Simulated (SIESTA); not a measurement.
Runs of SIESTA 5.4.2 on HPbNO4. The typed cell holds 7 atoms: a = 4.204 Å, b = 4.339 Å, c = 6.729 Å, α = 71.95°, β = 72.29°, γ = 62.23°. The cell was built by a generator and needn't be a form met in nature.

```tsv
task	level	potentials or basis	cell	k mesh	optimiser	force tolerance	gap on the mesh (eV)	pressure (GPa)	relaxed volume (Å³/atom)	largest force (eV/Å)
band structure	PBEsol	PseudoDojo 0.4 standard (PBEsol files), DZP (energy shift 0.003 Ry; two zetas on semicore shells)	as given	7 × 7 × 5	-	-	(b)	-0.1	-	1.04
relaxation of cell and atoms	PBE	PseudoDojo 0.4 standard (PBE files), DZP (energy shift 0.003 Ry; two zetas on semicore shells)	relaxed	7 × 7 × 5	Broyden	0.01 eV/Å	(a)	0.0	14.40	0.01
relaxation of cell and atoms	RPBE	PseudoDojo 0.4 standard (PBE files), DZP (energy shift 0.003 Ry; two zetas on semicore shells)	relaxed	5 × 5 × 4	CG	0.02 eV/Å	2.78	0.0	15.40	0.02
single point	PBE	PseudoDojo 0.4 standard (PBE files), DZP (energy shift 0.003 Ry; two zetas on semicore shells)	as given	7 × 7 × 5	-	-	2.81	(c)	-	1.33
```

Alike in all rows: no spin polarisation; smearing fermi-dirac 0.05 eV; grid cutoff 800 Ry; energy shift 0.003 Ry.

Q: Fill in the values left out.

A: (a) 2.53; (b) 2.80; (c) 2.6.

Caveats: spin-orbit coupling is left out, which as a rule narrows the gap of such compounds by several tenths of an eV; the basis of atomic orbitals isn't converged, which shifts pressures, moduli and gaps; an odd mesh through Γ misses points on the zone boundary, where band edges often lie (some runs); forces of over 1 eV/Å show positions far from the minimum, so gaps and moduli don't describe the material at rest (some runs); the potentials were made for another functional, which shifts forces and pressure (some runs).

A k mesh can miss the band edges, and the runs leave out spin-orbit coupling on Pb.

Not every run made on this cell is shown here.
